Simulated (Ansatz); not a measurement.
# CI4: the cost of one run

Program: Ansatz 0.2.0, Gaussian basis. Level of theory: the settings change from run to run. These are calculated values, not measurements.

3 further runs of the same task are left out: 1 for a known fault of the program, 2 that didn't finish.

### 1 The molecule

The structure was relaxed beforehand with PBE0-D4 in a triple-zeta def2 set. I takes a core potential in def2 sets; no spin-orbit term is included.

SMILES `IC(I)(I)I`, 5 atoms, charge 0, spin multiplicity 1.

Atoms are counted from 1 here; the program's logs count them from 0.

Bond lengths: I1–C2 2.149 Å, C2–I3 2.149 Å, C2–I4 2.149 Å, C2–I5 2.149 Å. Angles: I1–C2–I3 109.5°, I1–C2–I4 109.5°, I1–C2–I5 109.5°, I3–C2–I4 109.5°, I3–C2–I5 109.5°, I4–C2–I5 109.5°.

### 2 r2SCAN/def2-TZVPP

This run has rVV10 dispersion.

Input file in.yaml:

```yaml
crystal:
  periodic: [false, false, false]
  atoms:
    - {symbol: I, position_ang: [-1.000795, -0.059798, 1.900506]}
    - {symbol: C, position_ang: [-0.000020, 0.000005, -0.000027]}
    - {symbol: I, position_ang: [1.661522, -1.362334, 0.022241]}
    - {symbol: I, position_ang: [-1.373333, -0.570603, -1.550910]}
    - {symbol: I, position_ang: [0.712626, 1.992722, -0.371809]}
basis:
  gaussian: {orbitals: def2-TZVPP}
hamiltonian: {xc: {name: r2SCAN}, dispersion: rvv10}
output: {forces: true}
```

Launch:

```
> ansatz run in.yaml --threads 2 --pin off --events-out ev --progress --plain --max-ram 32768MiB --backend cpu
```

Q: Estimate wall time and peak memory on 2 threads of AMD EPYC 7R13, shared host.

About 14 s, with a peak of 0.43 GiB.
